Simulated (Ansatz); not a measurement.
This was printed by a script on the Python package of Ansatz (0.2.0), for a check of PAW against all-electron LAPW of MgB2, space group P6/mmm. What did the script look like? Settings (first run): PBEsol, PAW, the default cutoff (420 eV here), 10×10×8 k-points, Methfessel-Paxton smearing of 0.05 eV.

```xyz
3
Lattice="3.0850 0.0000 0.0000 -1.5425 2.6717 0.0000 0.0000 0.0000 3.5230" Properties=species:S:1:pos:R:3 pbc="T T T"
Mg    0.0000    0.0000    0.0000
B     0.0000    1.7811    1.7615
B     1.5425    0.8906    1.7615
```

`python paw_lapw.py` gives:
```text
DeckWarning: basis.ecutwfc = 420 eV, auto-derived from the records' recommended cutoffs: set by Mg (normal level)
PAW levels at the first k-point near E_F: [-2.974  0.347  0.347  1.568]
LAPW levels at the first k-point near E_F: [-2.973  0.346  0.346  1.57 ]
     treatment  electrons in bands           P GPa  max force component eV/A  gap by band count eV
           PAW                16.0          -2.976                    0.0000                 0.000
          LAPW                20.0          -3.033                    0.0000                 0.000
```
(Warnings from the package without file and line.)

One script that gives this output:

The script, `paw_lapw.py`:
```python
"""PAW against all-electron LAPW for MgB2."""

import ansatz as az
import numpy as np


def count_gap(report):
    # lowest empty less highest filled band, counting bands; zero where they overlap
    return max(report.get("gap_by_band_count_ev") or 0.0, 0.0)

vectors = np.array([
    [3.085, 0.0, 0.0],
    [-1.5425, 2.671688, 0.0],
    [0.0, 0.0, 3.523],
])
mgb2 = (
    az.Lattice.of(vectors)
    .atom("Mg", [0.0, 0.0, 0.0])
    .atom("B", [1 / 3, 2 / 3, 0.5])
    .atom("B", [2 / 3, 1 / 3, 0.5])
)

calc = (
    mgb2.calculation()
    .functional(az.Functional.PBESOL)
    .kpoints(10, 10, 8)
    .occupations("methfessel_paxton", width=0.05)
    .stress()
    .forces()
    .band_table()
)
variants = {
    "PAW": calc.pseudopotentials("paw"),
    "LAPW": calc.pseudopotentials("all_electron", lapw=True),
}
# totals differ by the cores that each treatment holds, so compare what does not depend on them
rows = []
for label, variant in variants.items():
    rep = variant.run(threads=1, pin="off").report
    levels = np.array(rep["eigenvalues_ev"][0]) - rep["fermi_energy_ev"]
    print(label, "levels at the first k-point near E_F:", np.round(levels[np.abs(levels) < 5], 3))
    rows.append((label, rep["n_electrons"], np.trace(rep["stress_gpa"]) / 3, float(np.abs(rep["forces_ev_ang"]).max()), count_gap(rep)))
print("     treatment  electrons in bands           P GPa  max force component eV/A  gap by band count eV")
for row in rows:
    print(f"{str(row[0]):>14s}  {row[1]:18.1f}  {row[2]:14.3f}  {row[3]:24.4f}  {row[4]:20.3f}")
```

PAW gives -2.976 GPa and LAPW -3.033 GPa, 0.06 GPa apart. They took 0.9 and 9.6 s of processor time.

For a metal this k-point mesh is coarse: on a finer one energies can move by several to tens of meV an atom and pressures by half a GPa or more, differences at one mesh by less. A gap by band count of zero or less means overlapping bands, a metal. The structure is a deposited one; some such entries were measured under pressure or heat, so a shift against it needn't be the functional's error alone. Levels are Kohn-Sham eigenvalues on this mesh. Pressure is positive in compression; the treatments may keep other shells as core, so totals and counts of electrons can differ. Run time: 11 s on 1 thread of AMD EPYC 7R43 64-Core Processor (Zen 3), on a shared host, peak memory 0.5 GiB.
